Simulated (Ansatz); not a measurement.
# Mo (bcc type): how the settings move a relaxation

Question: which choices in the input matter for Mo (bcc type)?

Method: reference: DFT, PBE, PAW with Ansatz's default frozen-core files, scalar-relativistic, in Ansatz 0.2.0.

### 1 The structure to begin with

Symmetry: Im-3m, No. 229, cubic system. The conventional cell has a = 3.163 Å, b = 3.163 Å, c = 3.163 Å, α = 90.00°, β = 90.00°, γ = 90.00°. Around Mo (site symmetry m-3m) lie 8 Mo at 2.74 Å.

As a file:

```
Mo
1.0
    -1.58139    1.58139    1.58139
     1.58139   -1.58139    1.58139
     1.58139    1.58139   -1.58139
Mo
1
Direct
  0.00000 0.00000 0.00000
```

### 2 Baseline

Contents of input.yaml:

```yaml
crystal:
  lattice:
    - [-1.5813925127, 1.5813925127, 1.5813925127]
    - [1.5813925127, -1.5813925127, 1.5813925127]
    - [1.5813925127, 1.5813925127, -1.5813925127]
  atoms:
    - { symbol: Mo, position: [0.0, 0.0, 0.0] }
kpoints:
  mp_grid: { grid: [19, 19, 19] }
scf:
  occupations: { method: fermi_dirac, width: 0.1 }
hamiltonian:
  xc: pbe
  pseudopotentials: { kind: paw }
output:
  forces: true
  stress: true
  write_density: true
  write_potential: true
  elf: true
  volumetric_format: npy
relax:
  f_tol: 0.005
  max_steps: 40
  cell: {}
```

On the command line:

```
> ansatz run input.yaml --threads 1 --pin off --max-ram 3584MiB --backend cpu --events-out ev --progress --plain --runs-dir out
```

Excerpt of the output:

```text
[...]
Basis set: ecut = 420 eV, 321 PW (Γ), exchange–correlation on 40×40×40 points (8 copies of the dense FFT grid, shifted against one another)
[...]
k-points: 220 of 6859
[...]
SCF iter   1: F=—  HF=-4956.032314 eV  |F-HF|=—  |Δ(HF+E_count)|=         —  Δρ=2.49e-3  dr2=5.23e-4  ethr=1.77e-3  ⟨swp⟩=5.0  Hψ=14089  notcnv=0
preconditioner: auto → none  [metal: Δε(μ)=0.014 eV  Ē_g=8.228 eV  σ=0.100 eV  W_gap=0.04  n_scr=0 (ndim 8)  ℏωp=22.9 eV  f_vac=0.000  D(μ)=0.63/eV (n_scr^D=0)]
SCF iter   2: F=—  HF=-4956.032287 eV  |F-HF|=—  |Δ(HF+E_count)|=   2.63e-5  Δρ=1.23e-3  dr2=9.20e-5  ethr=3.74e-6  ⟨swp⟩=2.7  Hψ=5587  notcnv=0
[...]
relax step   1: F+E_penalty+E_count = -4956.03230348 eV  Δ(F+E_penalty+E_count) = +0.000e0 eV  max|allowed force component| = 0.000e0 eV/Å  Δτ_max = 0.0000 Å  P = -0.479 GPa  Ω = 15.819 Å³  (6 SCF iters, dr2 threshold 1.00e-7 eV, accepted)
[...]
relax step   2: F+E_penalty+E_count = -4956.03219372 eV  Δ(F+E_penalty+E_count) = +1.098e-4 eV  max|allowed force component| = 0.000e0 eV/Å  Δτ_max = 0.0000 Å  P = +0.980 GPa  Ω = 15.730 Å³  energy of the carried Pulay correction = +2.599e-5 eV  (3 SCF iters, 
[...]
relax step   3: F+E_penalty+E_count = -4956.03235597 eV  Δ(F+E_penalty+E_count) = -5.249e-5 eV  max|allowed force component| = 0.000e0 eV/Å  Δτ_max = 0.0000 Å  P = -0.003 GPa  Ω = 15.790 Å³  energy of the carried Pulay correction = +8.548e-6 eV  (5 SCF iters, 
[...]
SCF iter   2: F=—  HF=-4956.032350 eV  |F-HF|=—  |Δ(HF+E_count)|=   5.30e-9  Δρ=1.66e-6  dr2=5.75e-11  ethr=1.33e-12  ⟨swp⟩=2.8  Hψ=4454  notcnv=0
SCF iter   3: F=-4956.032350 eV  HF=-4956.032350 eV  |F-HF|=5.46e-12  |Δ(HF+E_count)|=  3.91e-11  Δρ=3.26e-7  dr2=7.62e-12  ethr=1.00e-12  ⟨swp⟩=3.3  Hψ=10553  notcnv=0
[...]
relax step   4: F+E_penalty+E_count = -4956.03234953 eV  Δ(F+E_penalty+E_count) = +6.445e-6 eV  max|allowed force component| = 0.000e0 eV/Å  Δτ_max = 0.0000 Å  P = -0.003 GPa  Ω = 15.790 Å³  stress off target by 3.31e-3 GPa  SCF on the basis re-selected at thi
[...]
SCF converged after 3 iterations
Free energy (F): -4956.032350 eV
[...]
E sigma→0 (E₀):  -4956.021771 eV
[...]
Fermi energy:    20.856408 eV
[...]
  P = ⅓ Tr σ = -0.0033 GPa (-0.033 kbar)
[...]
--- Relaxed structure (3 steps of the walk, 2 accepted, 1 SCFs on fresh bases) ---
[...]
```

Run time: 7.2 s. Hardware: 1 thread of Arm Neoverse V2, shared host; peak memory 0.32 GiB.

### 3 Changing settings: ecutrho_ratio 9

Edit input.yaml of step 2 so:

```diff
@@ -17,6 +17,2 @@
   stress: true
-  write_density: true
-  write_potential: true
-  elf: true
-  volumetric_format: npy
 relax:
@@ -25 +21,3 @@
   cell: {}
+basis:
+  ecutrho_ratio: 9
```

On the command line:

```
> ansatz run input.yaml --threads 1 --pin off --max-ram 3584MiB --backend cpu --events-out ev --progress --plain --runs-dir out
```

Standard output:

```text
Engine: ansatz 0.2.0
Pseudopotentials: kind: paw
Pseudopotential: Mo, paw, valence charge 14, recommended cutoff 420 eV (normal)
Functional definition: PBE
  parameter kappa = 0.804
  parameter beta = 0.06672455060314922
  exchange = pbe_x(kappa = kappa, mu = beta*pi^2/3)
  correlation = pbe_c(beta = beta)
Crystal: 1 atoms, lattice volume = 15.819 Å³
Basis set: ecut = 420 eV, 321 PW (Γ), exchange–correlation on 60×60×60 points (8 copies of the dense FFT grid, shifted against one another)
Bands: 11, of which v1, the nominal top of the filled ones, is band 7 counted from 1 (6 counted from 0)
Symmetry: 48 space group operations
Space group: Im-3m (ITA 229), of the structure as read, at distance tolerance 2.5e-5 Å
k-points: 220 of 6859
Non-local potential: Mo, projectors of the file, l = 0: 3, l = 1: 2, l = 2: 2, l = 3: 1
PAW form: soft (Blöchl's): semilocal exchange-correlation on the pseudo side does not see the compensation charge
PAW one-centre angular grid: Mo, 590 points (default); XC on 64 Gauss nodes
Initial density: superposition of atomic densities (neutral atoms: chi_scale 0, normalization atom), corrected by the library's trained network
Initial wavefunctions: pseudopotential atomic-orbital guess
Functional: x = pbe(κ = 0.804, μ = 0.2195149727645171), c = pbe(β = 0.06672455060314922)
SCF iter   1: F=—  HF=-4956.032305 eV  |F-HF|=—  |Δ(HF+E_count)|=         —  Δρ=2.50e-3  dr2=5.24e-4  ethr=1.77e-3  ⟨swp⟩=5.0  Hψ=14076  notcnv=0
preconditioner: auto → none  [metal: Δε(μ)=0.014 eV  Ē_g=8.228 eV  σ=0.100 eV  W_gap=0.04  n_scr=0 (ndim 8)  ℏωp=22.9 eV  f_vac=0.000  D(μ)=0.63/eV (n_scr^D=0)]
SCF iter   2: F=—  HF=-4956.032283 eV  |F-HF|=—  |Δ(HF+E_count)|=   2.12e-5  Δρ=1.23e-3  dr2=9.19e-5  ethr=3.75e-6  ⟨swp⟩=2.7  Hψ=5590  notcnv=0
SCF iter   3: F=—  HF=-4956.032302 eV  |F-HF|=—  |Δ(HF+E_count)|=   1.85e-5  Δρ=2.85e-4  dr2=9.11e-6  ethr=6.56e-7  ⟨swp⟩=2.0  Hψ=3973  notcnv=0
SCF iter   4: F=—  HF=-4956.032301 eV  |F-HF|=—  |Δ(HF+E_count)|=   5.76e-7  Δρ=5.69e-5  dr2=1.79e-7  ethr=6.51e-8  ⟨swp⟩=2.1  Hψ=3022  notcnv=0
iter 5 did not close the SCF: its close was put off for the readings that it lacked (scf_convergence_deferred on its scf_iter line)
SCF iter   5: F=-4956.032301 eV  HF=-4956.032301 eV  |F-HF|=2.72e-8  |Δ(HF+E_count)|=   9.97e-9  Δρ=2.45e-5  dr2=3.72e-8  ethr=1.28e-9  ⟨swp⟩=2.0  Hψ=3967  notcnv=0
SCF iter   6: F=-4956.032301 eV  HF=-4956.032301 eV  |F-HF|=3.05e-9  |Δ(HF+E_count)|=   1.33e-8  Δρ=8.98e-6  dr2=4.36e-9  ethr=2.66e-10  ⟨swp⟩=2.0  Hψ=8127  notcnv=0
SCF 1 converged in 6 iterations: F = -4956.032301 eV  dr2 = 4.36e-9
relax step   1: F+E_penalty+E_count = -4956.03230128 eV  Δ(F+E_penalty+E_count) = +0.000e0 eV  max|allowed force component| = 0.000e0 eV/Å  Δτ_max = 0.0000 Å  P = -0.479 GPa  Ω = 15.819 Å³  (6 SCF iters, dr2 threshold 1.00e-7 eV, accepted)
Crystal: 1 atoms, lattice volume = 15.730 Å³
Initial density: handed on by an earlier stage of this run
Initial wavefunctions: those handed on with the density
iter 1 solved again at ethr=5.35e-8 eV; its pass at ethr=3.10e-3 eV (dr2=7.49e-6 eV) is discarded
SCF iter   1: F=—  HF=-4956.032188 eV  |F-HF|=—  |Δ(HF+E_count)|=         —  Δρ=3.17e-4  dr2=5.66e-6  ethr=5.35e-8  ⟨swp⟩=2.2  Hψ=16769  notcnv=0
preconditioner: auto → none  [metal: Δε(μ)=0.004 eV  Ē_g=8.271 eV  σ=0.100 eV  W_gap=0.01  n_scr=0 (ndim 8)  ℏωp=22.9 eV  f_vac=0.000  D(μ)=0.63/eV (n_scr^D=0)]
SCF iter   2: F=—  HF=-4956.032191 eV  |F-HF|=—  |Δ(HF+E_count)|=   2.43e-6  Δρ=1.63e-4  dr2=1.35e-6  ethr=4.04e-8  ⟨swp⟩=1.0  Hψ=2420  notcnv=0
SCF iter   3: F=-4956.032192 eV  HF=-4956.032192 eV  |F-HF|=6.54e-8  |Δ(HF+E_count)|=   9.68e-7  Δρ=2.30e-5  dr2=7.90e-8  ethr=7.14e-10  ⟨swp⟩=2.9  Hψ=9334  notcnv=0
SCF 2 converged in 3 iterations: F = -4956.032192 eV  dr2 = 7.90e-8
relax step   2: F+E_penalty+E_count = -4956.03219153 eV  Δ(F+E_penalty+E_count) = +1.098e-4 eV  max|allowed force component| = 0.000e0 eV/Å  Δτ_max = 0.0000 Å  P = +0.980 GPa  Ω = 15.730 Å³  energy of the carried Pulay correction = +2.600e-5 eV  (3 SCF iters, dr2 threshold 1.00e-7 eV, rejected (line search))
Crystal: 1 atoms, lattice volume = 15.790 Å³
iter 1 solved again at ethr=2.41e-8 eV; its pass at ethr=3.10e-3 eV (dr2=3.38e-6 eV) is discarded
SCF iter   1: F=—  HF=-4956.032352 eV  |F-HF|=—  |Δ(HF+E_count)|=         —  Δρ=2.12e-4  dr2=2.38e-6  ethr=2.41e-8  ⟨swp⟩=2.2  Hψ=16752  notcnv=0
preconditioner: auto → none  [metal: Δε(μ)=0.005 eV  Ē_g=8.239 eV  σ=0.100 eV  W_gap=0.01  n_scr=0 (ndim 8)  ℏωp=22.9 eV  f_vac=0.000  D(μ)=0.63/eV (n_scr^D=0)]
SCF iter   2: F=—  HF=-4956.032354 eV  |F-HF|=—  |Δ(HF+E_count)|=   1.95e-6  Δρ=1.07e-4  dr2=5.87e-7  ethr=1.70e-8  ⟨swp⟩=1.0  Hψ=2420  notcnv=0
SCF iter   3: F=—  HF=-4956.032354 eV  |F-HF|=—  |Δ(HF+E_count)|=   2.08e-7  Δρ=4.55e-6  dr2=1.21e-9  ethr=4.19e-9  ⟨swp⟩=1.3  Hψ=2760  notcnv=0
SCF iter   4: F=—  HF=-4956.032354 eV  |F-HF|=—  |Δ(HF+E_count)|=  1.27e-10  Δρ=2.32e-6  dr2=8.09e-10  ethr=8.63e-12  ⟨swp⟩=2.0  Hψ=4017  notcnv=0
SCF iter   5: F=-4956.032354 eV  HF=-4956.032354 eV  |F-HF|=3.64e-12  |Δ(HF+E_count)|=  3.24e-10  Δρ=2.89e-7  dr2=8.23e-12  ethr=1.00e-12  ⟨swp⟩=3.8  Hψ=11060  notcnv=0
SCF 3 converged in 5 iterations: F = -4956.032354 eV  dr2 = 8.23e-12
relax step   3: F+E_penalty+E_count = -4956.03235377 eV  Δ(F+E_penalty+E_count) = -5.250e-5 eV  max|allowed force component| = 0.000e0 eV/Å  Δτ_max = 0.0000 Å  P = -0.004 GPa  Ω = 15.790 Å³  energy of the carried Pulay correction = +8.553e-6 eV  (5 SCF iters, accepted)
Initial wavefunctions: pseudopotential atomic-orbital guess (no wavefunctions were taken with the density)
iter 1 solved again at ethr=2.25e-8 eV; its pass at ethr=3.10e-3 eV (dr2=3.16e-6 eV) is discarded
SCF iter   1: F=—  HF=-4956.032347 eV  |F-HF|=—  |Δ(HF+E_count)|=         —  Δρ=3.07e-6  dr2=1.89e-10  ethr=2.25e-8  ⟨swp⟩=3.2  Hψ=21309  notcnv=0
eigensolver tolerance schedule: the retry pair's looser diagonalisation over-reported the residual by 16704.69 of it (diagonalisation noise at 0.14 of the residual, at the tolerance the schedule requests for it); recorded, not acted on — ethr = c·dr2/N_el stays at c = 1.0e-1
SCF iter   2: F=—  HF=-4956.032347 eV  |F-HF|=—  |Δ(HF+E_count)|=   5.71e-8  Δρ=1.67e-6  dr2=5.77e-11  ethr=1.35e-12  ⟨swp⟩=2.7  Hψ=4413  notcnv=0
SCF iter   3: F=-4956.032347 eV  HF=-4956.032347 eV  |F-HF|=4.55e-12  |Δ(HF+E_count)|=  3.91e-11  Δρ=3.19e-7  dr2=6.35e-12  ethr=1.00e-12  ⟨swp⟩=3.3  Hψ=10346  notcnv=0
SCF 4 converged in 3 iterations: F = -4956.032347 eV  dr2 = 6.35e-12
relax step   4: F+E_penalty+E_count = -4956.03234733 eV  Δ(F+E_penalty+E_count) = +6.445e-6 eV  max|allowed force component| = 0.000e0 eV/Å  Δτ_max = 0.0000 Å  P = -0.003 GPa  Ω = 15.790 Å³  stress off target by 3.32e-3 GPa  SCF on the basis re-selected at this cell (its energy is not comparable with the rows above)  (3 SCF iters)
basis re-selected at this cell: Δ(F+E_penalty+E_count) = +6.445e-6 eV, ΔP = +0.000 GPa vs the last step (what re-selecting the basis moved, of the pressure what is left beyond the Pulay correction that the steps carried, after the strain that the cell walked since its last selection, with what the two solves' SCF thresholds leave and, on support functions, any second-order correction that the steps lacked; it is no measure of the basis error at this ecutwfc). This SCF's stress stands 3.32e-3 GPa from its target on what of the cell is left free (relax.cell.stress_tol is 5.00e-2 GPa) and its largest allowed force component is 0.00e0 eV/Å (relax.f_tol is 5.00e-3 eV/Å): within both
SCF converged after 3 iterations
Free energy (F): -4956.032347 eV
Harris-Foulkes:  -4956.032347 eV  (|F-HF|=4.55e-12)
Internal energy: -4956.011190 eV  (E = F + TS)
E sigma→0 (E₀):  -4956.021769 eV
Entropy (-TS):   -0.021158 eV (-21.158 meV/atom)
Fermi energy:    20.856406 eV
--- Per-component energies (eV) ---
  E_band       = -58.127065
  E_kinetic    = 440.622556
  E_local      = -791.088237  (includes V_loc(G=0)·N_el)
  E_nonlocal   = 142.555842
  E_hartree    = 261.310810
  E_xc         = -183.487965
  E_vxc        = -229.007603  (∫ρ·V_xc dr)
  E_paw        = -3201.178929  (= ΣΔE_a)
  E_vpaw       = -143.831301  (= ΣTr[D̂ρ^β])
  E_aug_tail   = -0.000001  (compensation charges beyond the density's cutoff)
  E_ewald      = -1624.745265
  E_smearing   = -0.021158  (= −TS)
  E_closure    = 0.000000  (closes the sum)
  Σ components = -4956.032347   (vs F -4956.032347, Δ=0.00e0)
--- Forces (eV/Å), atoms counted from 1 ---
  atom   1  Mo    -0.00000000     0.00000000     0.00000000
  max |Σ_I F_I| component: 5.34e-32 eV/Å
--- Stress (GPa, compression-positive) ---
       -0.003320       0.000000       0.000000
        0.000000      -0.003320      -0.000000
       -0.000000       0.000000      -0.003320
  P = ⅓ Tr σ = -0.0033 GPa (-0.033 kbar)
--- Relaxed structure (3 steps of the walk, 2 accepted, 1 SCFs on fresh bases) ---
  F+E_penalty+E_count = -4956.03234733 eV   max|allowed force component| = 0.000e0 eV/Å   (the final SCF, on the basis selected at the relaxed cell)
  cell:  # Å, volume = 15.7898 Å³
    - [-1.580419994617895, 1.580419994617895, 1.580419994617895]
    - [1.580419994617895, -1.580419994617895, 1.580419994617895]
    - [1.580419994617895, 1.580419994617895, -1.580419994617895]
  atoms:
    - { symbol: Mo, position: [0.0, 0.0, 0.0] }
```

Wall time 6.5 s (1 thread of Arm Neoverse V2, shared host); peak memory 0.33 GiB.

Changing the numerical grids hardly moves the energy: 0.0 meV/atom.

### 4 Comparison

```csv
run,ending,energy change,pressure (GPa),gap (eV),force (eV/Å),cycles,time
reference,converged,0,0.0,0.00,0.00,17,7.2 s
1: ecutrho_ratio 9,converged,0.0 meV/atom,0.0,0.00,0.00,17,6.5 s
```

Times don't compare one to one where runs were asked for different outputs or read a saved state (see the inputs); cycles may leave out searches for a lower state.

Changing the numerical grids leaves the energy as it was (0.0 meV/atom).
